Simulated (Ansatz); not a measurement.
# CH₅B₂ClO: a ladder of functionals and wavefunction methods

The task here is to estimate one member of a computed series from the others.

The runs use Ansatz 0.2.0, Gaussian basis; functionals in def2-TZVPP, the program's frozen cores in correlated methods.

The runs, in order: PBE-D4, r2SCAN-D4, PBE0-D4, B3LYP-D4, ωB97X-V, ωB97M-V, B2PLYP; CCSD(T)/def2-TZVPP; MP2/def2-QZVPP; extrapolation to the limit.

## The relaxed structure

The geometry comes from an earlier relaxation with PBE0-D4 in a triple-zeta def2 set; it is a stationary point, not always the lowest conformer.

SMILES `BC(Cl)BO`, 10 atoms, charge 0, spin multiplicity 1.

Atoms are counted from 1 here; the program's logs count them from 0.

Bond lengths: B1–C2 1.541 Å, B1–H6 1.196 Å, B1–H7 1.192 Å, C2–Cl3 1.796 Å, C2–B4 1.590 Å, C2–H8 1.101 Å, B4–O5 1.338 Å, B4–H9 1.195 Å, O5–H10 0.970 Å. Angles: C2–B1–H6 117.4°, C2–B1–H7 122.1°, H6–B1–H7 120.6°, B1–C2–Cl3 115.6°, B1–C2–B4 110.7°, B1–C2–H8 107.7°, Cl3–C2–B4 111.4°, Cl3–C2–H8 107.6°, B4–C2–H8 103.1°, C2–B4–O5 121.5°, C2–B4–H9 119.7°, O5–B4–H9 118.8°, B4–O5–H10 111.3°.

Set-up of the first run:

File in.yaml:

```yaml
crystal:
  periodic: [false, false, false]
  atoms:
    - {symbol: B, position_ang: [-0.730326, -0.557348, 1.267084]}
    - {symbol: C, position_ang: [0.382256, -0.412555, 0.210642]}
    - {symbol: Cl, position_ang: [1.896864, 0.367079, 0.780448]}
    - {symbol: B, position_ang: [-0.175954, 0.294819, -1.098994]}
    - {symbol: O, position_ang: [0.389734, 1.404249, -1.588903]}
    - {symbol: H, position_ang: [-1.676919, -1.229136, 0.979857]}
    - {symbol: H, position_ang: [-0.678823, -0.001271, 2.320549]}
    - {symbol: H, position_ang: [0.641370, -1.422307, -0.143148]}
    - {symbol: H, position_ang: [-1.114556, -0.173881, -1.671661]}
    - {symbol: H, position_ang: [1.149555, 1.679152, -1.052875]}
basis:
  gaussian: {orbitals: def2-TZVPP}
hamiltonian: {xc: pbe, dispersion: d4}
output: {forces: true, orbitals: {seedname: orbitals}}
```

Run with:

```
$ ansatz run in.yaml --threads 4 --pin off --events-out ev --progress --plain --max-ram 10444MiB
```

Steps of the session up to this table: PBE-D4 (GGA); r2SCAN-D4 (meta-GGA); PBE0-D4 (hybrid); B3LYP-D4 (hybrid); ωB97X-V (range-separated); ωB97M-V (range-separated); B2PLYP (double hybrid); CCSD(T) in def2-TZVPP; MP2 in def2-QZVPP.

One table of the session follows, with a row left open; its other results are not shown here.

It belongs to the step «Atomisation energies». 

| method | atomisation energy (kJ/mol) |
| --- | --- |
| PBE-D4 | 3833.9 |
| r2SCAN-D4 | 3782.2 |
| PBE0-D4 | 3772.6 |
| B3LYP-D4 | 3752.8 |
| ωB97X-V | 3754.9 |
| ωB97M-V | ? |
| B2PLYP | 3716.5 |
| HF/def2-TZVPP | 2829.2 |
| MP2/def2-TZVPP | 3734.6 |
| CCSD/def2-TZVPP | 3590.1 |
| CCSD(T)/def2-TZVPP | 3644.7 |
| MP2/CBS | 3823.2 |
| CCSD(T)/CBS | 3733.3 |

Q: Estimate the row for ωB97M-V from the others.

The run gave: atomisation energy (kJ/mol): 3773.2. In the column «atomisation energy (kJ/mol)» it lies between PBE0-D4 (3772.6) and r2SCAN-D4 (3782.2).
